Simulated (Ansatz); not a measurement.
# C₇H₉FeO₄P: a ladder of functionals and wavefunction methods

The task here is to estimate one member of a computed series from the others.

Computed with Ansatz 0.2.0, Gaussian basis. Level: functionals in def2-TZVPP, the program's frozen cores in correlated methods.

Plan: LDA (SPW92), PBE-D4, revPBE-D4, BLYP-D4, r2SCAN-D4, B97M-V, PBE0-D4, B3LYP-D4, r2SCANh-D4, r2SCAN0-D4, HSE06-D4, BHLYP-D4, CAM-B3LYP-D4, LC-ωPBE, ωB97X-V, ωB97M-V, B2PLYP, PBE-QIDH; CCSD(T)/def2-SVP; CCSD(T)/def2-TZVPP; MP2/def2-QZVPP; extrapolation to the limit; RPA on PBE.

## The relaxed structure

All runs share one geometry, relaxed beforehand with PBE0-D4 in a triple-zeta def2 set.

SMILES `C[P+](C)(C)[Fe-5]([C]#[O+])([C]#[O+])([C]#[O+])[C]#[O+]`, 22 atoms, charge 0, spin multiplicity 1.

Atoms are counted from 1 here; the program's logs count them from 0.

Bond lengths: C1–P2 1.822 Å, C1–H14 1.093 Å, C1–H15 1.091 Å, C1–H16 1.091 Å, P2–C3 1.821 Å, P2–C4 1.822 Å, P2–Fe5 2.208 Å, C3–H17 1.091 Å, C3–H18 1.092 Å, C3–H19 1.091 Å, C4–H20 1.093 Å, C4–H21 1.091 Å, C4–H22 1.091 Å, Fe5–C6 1.777 Å, Fe5–C8 1.780 Å, Fe5–C10 1.771 Å, Fe5–C12 1.771 Å, C6–O7 1.143 Å and more. Angles: P2–C1–H14 111.5°, P2–C1–H15 109.1°, P2–C1–H16 109.6°, H14–C1–H15 109.5°, H14–C1–H16 109.2°, H15–C1–H16 108.1°, C1–P2–C3 101.7°, C1–P2–C4 102.3°, C1–P2–Fe5 115.3°, C3–P2–C4 101.7°, C3–P2–Fe5 118.2°, C4–P2–Fe5 115.3°, P2–C3–H17 109.9°, P2–C3–H18 110.4°, P2–C3–H19 109.9°, H17–C3–H18 109.2°, H17–C3–H19 108.2°, H18–C3–H19 109.2° and more.

The first run:

in.yaml

```yaml
crystal:
  periodic: [false, false, false]
  atoms:
    - {symbol: C, position_ang: [-1.877677, 0.374670, 0.947097]}
    - {symbol: P, position_ang: [-0.316598, -0.354817, 0.354755]}
    - {symbol: C, position_ang: [-0.871816, -1.982194, -0.244833]}
    - {symbol: C, position_ang: [0.518286, -0.798996, 1.912227]}
    - {symbol: Fe, position_ang: [0.857694, 0.917167, -1.015115]}
    - {symbol: C, position_ang: [0.919607, 2.099083, 0.310523]}
    - {symbol: O, position_ang: [0.944282, 2.841378, 1.179371]}
    - {symbol: C, position_ang: [0.729827, -0.339143, -2.269707]}
    - {symbol: O, position_ang: [0.643087, -1.150590, -3.068414]}
    - {symbol: C, position_ang: [2.623183, 0.776267, -1.019209]}
    - {symbol: O, position_ang: [3.764762, 0.704092, -1.040190]}
    - {symbol: C, position_ang: [0.011869, 2.075406, -2.054264]}
    - {symbol: O, position_ang: [-0.511725, 2.831494, -2.734771]}
    - {symbol: H, position_ang: [-2.395211, -0.295353, 1.638203]}
    - {symbol: H, position_ang: [-2.521701, 0.581986, 0.091176]}
    - {symbol: H, position_ang: [-1.670946, 1.319976, 1.451550]}
    - {symbol: H, position_ang: [-0.009819, -2.588574, -0.526666]}
    - {symbol: H, position_ang: [-1.437461, -2.501736, 0.531719]}
    - {symbol: H, position_ang: [-1.503109, -1.858585, -1.125914]}
    - {symbol: H, position_ang: [-0.126444, -1.407095, 2.551672]}
    - {symbol: H, position_ang: [0.800334, 0.108945, 2.447846]}
    - {symbol: H, position_ang: [1.429555, -1.353377, 1.682911]}
basis:
  gaussian: {orbitals: def2-TZVPP}
hamiltonian: {xc: lda}
output: {orbitals: {seedname: orbitals}}
```

Launch:

```bash
> ansatz run in.yaml --threads 11 --pin off --events-out ev --progress --plain --max-ram 110592MiB --backend cuda --devices 0, --max-vram 75GiB
```

Steps of the session up to this table: LDA; PBE-D4 (GGA); revPBE-D4 (GGA); BLYP-D4 (GGA); r2SCAN-D4 (meta-GGA); B97M-V (meta-GGA); PBE0-D4 (hybrid); B3LYP-D4 (hybrid); r2SCANh-D4 (hybrid); r2SCAN0-D4 (hybrid); HSE06-D4 (hybrid); BHLYP-D4 (hybrid); CAM-B3LYP-D4 (range-separated); LC-ωPBE (range-separated); ωB97X-V (range-separated); ωB97M-V (range-separated); B2PLYP (double hybrid); PBE-QIDH (double hybrid).

One of the session's tables, all rows but one given; the rest of the session is left out.

It belongs to the step «Orbital energies across the functionals». 

| functional | HOMO (eV) | gap (eV) |
| --- | --- | --- |
| LDA (SPW92) | -5.41 | 3.64 |
| PBE-D4 | -5.15 | 3.66 |
| revPBE-D4 | -5.06 | 3.67 |
| BLYP-D4 | -4.99 | 3.60 |
| r2SCAN-D4 | -5.30 | 4.00 |
| B97M-V | -5.16 | 3.95 |
| PBE0-D4 | -6.26 | 5.84 |
| B3LYP-D4 | -6.04 | 5.35 |
| r2SCANh-D4 | -5.73 | 4.84 |
| r2SCAN0-D4 | -6.40 | 6.09 |
| HSE06-D4 | -5.87 | 5.07 |
| BHLYP-D4 | -7.16 | 7.90 |
| CAM-B3LYP-D4 | -7.48 | 8.21 |
| LC-ωPBE | -8.69 | 10.63 |
| ωB97X-V | ? | ? |
| ωB97M-V | -8.35 | 9.90 |

Q: Estimate the row for ωB97X-V from the others.

**Answer.** HOMO (eV): -8.39; gap (eV): 10.27. In the column «HOMO (eV)» it lies between LC-ωPBE (-8.69) and ωB97M-V (-8.35).
